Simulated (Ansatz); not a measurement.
# CH2F2OSi: how energies converge with the basis set

An exercise on one series of results from a longer session: the logs are not shown, and one member is left open.

Method: one geometry, several basis sets; program: Ansatz 0.2.0, Gaussian basis.

Levels to be run: PBE0-D4/def2-SVP; ωB97M-V/def2-SVP; PBE0-D4/def2-QZVPP; ωB97M-V/def2-QZVPP; the functionals' def2-TZVPP values are taken from earlier runs.

**The geometry**

The geometry comes from an earlier relaxation with PBE0-D4 in a triple-zeta def2 set; it is a stationary point, not always the lowest conformer.

SMILES `F[Si]1(F)CO1`, 7 atoms, charge 0, spin multiplicity 1.

Atoms are counted from 1 here; the program's logs count them from 0.

Bond lengths: F1–Si2 1.571 Å, Si2–F3 1.571 Å, Si2–C4 1.775 Å, Si2–O5 1.614 Å, C4–O5 1.536 Å, C4–H6 1.087 Å, C4–H7 1.087 Å. Angles: F1–Si2–F3 105.9°, F1–Si2–C4 125.0°, F1–Si2–O5 119.3°, F3–Si2–C4 125.0°, F3–Si2–O5 119.3°, C4–Si2–O5 53.7°, Si2–C4–O5 57.8°, Si2–C4–H6 122.7°, Si2–C4–H7 122.7°, O5–C4–H6 111.4°, O5–C4–H7 111.4°, H6–C4–H7 113.5°, Si2–O5–C4 68.5°.

Set-up of the first run:

Input file in.yaml:

```yaml
crystal:
  periodic: [false, false, false]
  atoms:
    - {symbol: F, position_ang: [0.724113, -1.240907, 1.605406]}
    - {symbol: Si, position_ang: [0.126651, -0.777322, 0.227888]}
    - {symbol: F, position_ang: [-0.553653, -2.048626, -0.396931]}
    - {symbol: C, position_ang: [-0.267961, 0.899958, -0.196891]}
    - {symbol: O, position_ang: [0.995020, 0.198920, -0.720056]}
    - {symbol: H, position_ang: [-0.018707, 1.742526, 0.442694]}
    - {symbol: H, position_ang: [-0.944264, 1.157450, -1.007710]}
basis:
  gaussian: {orbitals: def2-SVP}
hamiltonian: {xc: pbe0, dispersion: d4}
output: {orbitals: {seedname: orbitals}}
```

Run with:

```
$ ansatz run in.yaml --threads 2 --pin off --events-out ev --progress --plain --max-ram 4352MiB
```

Steps of the session up to this table: PBE0-D4 in def2-SVP; ωB97M-V in def2-SVP; PBE0-D4 in def2-QZVPP; ωB97M-V in def2-QZVPP.

One table of the session follows, with a row left open; its other results are not shown here.

It belongs to the step «Functionals by basis». 

```
functional       basis  HOMO (eV)  LUMO (eV)
   PBE0-D4    def2-SVP      -8.38       0.12
   PBE0-D4  def2-TZVPP      -8.48      -0.13
   PBE0-D4  def2-QZVPP      -8.51      -0.37
   ωB97M-V    def2-SVP     -10.65       2.07
   ωB97M-V  def2-TZVPP          ?          ?
   ωB97M-V  def2-QZVPP     -10.81       1.24
```

**Question.** Estimate the row for ωB97M-V, def2-TZVPP.

The run gave: HOMO (eV): -10.78; LUMO (eV): 1.76. In the column «HOMO (eV)» it lies between ωB97M-V, def2-QZVPP (-10.81) and ωB97M-V, def2-SVP (-10.65).
